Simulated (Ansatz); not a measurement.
# VRu: the cost of one run

Program: Ansatz 0.2.0. Level of theory: DFT LDA, with the methods named in each step. These are calculated values, not measurements.

### 1 The system as given

It takes space group Pm-3m (No. 221, cubic). Conventional cell: a = 3.003 Å, b = 3.003 Å, c = 3.003 Å, α = 90.00°, β = 90.00°, γ = 90.00°. V (site symmetry m-3m) has 8 Ru at 2.60 Å as nearest neighbours. Ru (site symmetry m-3m) has 8 V at 2.60 Å as nearest neighbours.

Structure file:

```cif
data_structure
_symmetry_space_group_name_H-M 'P 1'
_symmetry_Int_Tables_number 1
_cell_length_a 3.0028
_cell_length_b 3.0028
_cell_length_c 3.0028
_cell_angle_alpha 90.000
_cell_angle_beta 90.000
_cell_angle_gamma 90.000
_cell_volume 27.08
loop_
_atom_site_label
_atom_site_type_symbol
_atom_site_fract_x
_atom_site_fract_y
_atom_site_fract_z
_atom_site_occupancy
V1 V 0.50000 0.50000 0.50000 1
Ru1 Ru 0.00000 0.00000 0.00000 1
```

Whether this phase is the stable one at these pressures isn't tested.

Atoms are numbered in the order of the input: V1, Ru2.

### 2 The reference volume, LAPW

input.yaml reads:

```yaml
crystal:
  lattice:
    - [3.0028316633, 0.0, 0.0]
    - [0.0, 3.0028316633, 0.0]
    - [0.0, 0.0, 3.0028316633]
  atoms:
    - { symbol: V, position: [0.5, 0.5, 0.5], spin: 1.5 }
    - { symbol: Ru, position: [0.0, 0.0, 0.0] }
magnetization:
  spin_polarized: true
kpoints:
  mp_grid: { grid: [12, 12, 12] }
  band_path:
    path:
      - [0.0, 0.0, 0.0]
      - [0.0, 0.5, 0.0]
      - [0.5, 0.5, 0.0]
      - [0.0, 0.0, 0.0]
      - [0.5, 0.5, 0.5]
      - [0.0, 0.5, 0.0]
      - [0.5, 0.5, 0.5]
      - [0.5, 0.5, 0.0]
    npoints: 14
scf:
  occupations: { method: fermi_dirac, width: 0.05 }
hamiltonian:
  xc: lda
  pseudopotentials: { kind: all_electron, lapw: { basis_error: 0.001 } }
output:
  forces: true
  stress: true
  eigenvalues: true
  populations: true
```

Launch:

```bash
ansatz run input.yaml --threads 1 --pin off --max-ram 2048MiB --backend cpu --events-out ev --progress --plain --runs-dir out
```

Q: Estimate wall time and peak memory on 1 thread of Arm Neoverse V2, shared host.

About 60 s, with a peak of 0.58 GiB.
